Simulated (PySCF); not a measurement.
# From one method to the next for GaCl⁺

Aim: see what other levels and later steps give for GaCl⁺.

The runs use PySCF 2.14.0; method and basis as typed in the scripts.

1 further run of the same task is left out (it didn't finish).

### 1 The system as given

GaCl⁺: 2 atoms, charge 1, spin multiplicity 2.

Bond lengths: Ga1–Cl2 2.616 Å.

### 2 The base run

The input, input.py:

```python
from pyscf import gto, scf, mp

mol = gto.M(
    atom='Ga 0 0 0; Cl 0 0 2.616',
    basis='6-31g*',
    charge=1,
    spin=1,
    verbose=3,
)
mf = scf.UHF(mol)
mf.kernel()
mp.MP2(mf).kernel()
mf.dip_moment()
print('orbital energies (hartree):', [e[max(0, n-3):n+3].round(4) for e, n in zip(mf.mo_energy, mol.nelec)])
```

Started as:

```console
> OMP_NUM_THREADS=1 python input.py
```

### 3 TDA

Variant 1 changes step after the SCF: mp2 → tda; number of roots: none → 3.

input.py, as its differences from that of step 2:

```diff
@@ -1,2 +1,2 @@
-from pyscf import gto, scf, mp
+from pyscf import gto, scf, tdscf
 
@@ -11,3 +11,6 @@
 mf.kernel()
-mp.MP2(mf).kernel()
+td = tdscf.TDA(mf)
+td.nstates = 3
+td.kernel()
+td.analyze()
 mf.dip_moment()
```

### 4 Camb3lyp (UKS)

Variant 2 changes functional: none (Hartree–Fock) → camb3lyp; SCF type: UHF → UKS; step after the SCF: mp2 → analyze.

The input, input.py:

```python
from pyscf import gto, dft

mol = gto.M(
    atom='Ga 0 0 0; Cl 0 0 2.616',
    basis='6-31g*',
    charge=1,
    spin=1,
    verbose=3,
)
mf = dft.UKS(mol, xc='camb3lyp')
mf.kernel()
mf.analyze()
print('orbital energies (hartree):', [e[max(0, n-3):n+3].round(4) for e, n in zip(mf.mo_energy, mol.nelec)])
```

### 5 Population analysis

Variant 3 changes step after the SCF: mp2 → analyze.

The input, input.py:

```python
from pyscf import gto, scf

mol = gto.M(
    atom='Ga 0 0 0; Cl 0 0 2.616',
    basis='6-31g*',
    charge=1,
    spin=1,
    verbose=3,
)
mf = scf.UHF(mol)
mf.kernel()
mf.analyze()
print('orbital energies (hartree):', [e[max(0, n-3):n+3].round(4) for e, n in zip(mf.mo_energy, mol.nelec)])
```

### 6 Frozen orbitals 14

Variant 4 changes frozen orbitals: none → 14.

input.py, as its differences from that of step 2:

```diff
@@ -11,3 +11,3 @@
 mf.kernel()
-mp.MP2(mf).kernel()
+mp.MP2(mf, frozen=14).kernel()
 mf.dip_moment()
```

### 7 CASSCF (ROHF)

Variant 5 changes step after the SCF: mp2 → casscf; SCF type: UHF → ROHF; active space: none → 5 electrons in 6 orbitals.

The input, input.py:

```python
from pyscf import gto, scf, mcscf

mol = gto.M(
    atom='Ga 0 0 0; Cl 0 0 2.616',
    basis='6-31g*',
    charge=1,
    spin=1,
    verbose=3,
)
mf = scf.ROHF(mol)
mf.kernel()
mc = mcscf.CASSCF(mf, 6, 5)
mc.kernel()
mc.analyze()
mf.dip_moment()
print('orbital energies (hartree):', mf.mo_energy[..., max(0, mol.nelec[1]-3):mol.nelec[0]+3].round(4))
```

**Question.** What will these runs give? Wanted: for each run, E(SCF); from base; gap, α spin; after the SCF.

**Answer**, as computed:

| run | E(SCF) (hartree) | from base (eV) | gap, α spin (eV) | after the SCF |
| --- | --- | --- | --- | --- |
| base | -2382.178067 | 0 | 12.86 | MP2 correlation -9.574 eV |
| TDA | -2382.178067 | 0.0000 | 12.86 | lowest root found 0.41 eV |
| camb3lyp (UKS) | -2384.566960 | not comparable | 9.27 | n/a |
| population analysis | -2382.178067 | 0.0000 | 12.86 | n/a |
| frozen orbitals 14 | -2382.178067 | 0.0000 | 12.86 | MP2 correlation -8.518 eV, core frozen |
| CASSCF (ROHF) | -2382.169525 | +0.2324 | n/a | CASSCF correlation -1.117 eV |

In words: Total energies of different functionals can't be compared with each other; differences within one functional can. The dearest run is “camb3lyp (UKS)”, at 5.9 s against 1 s.
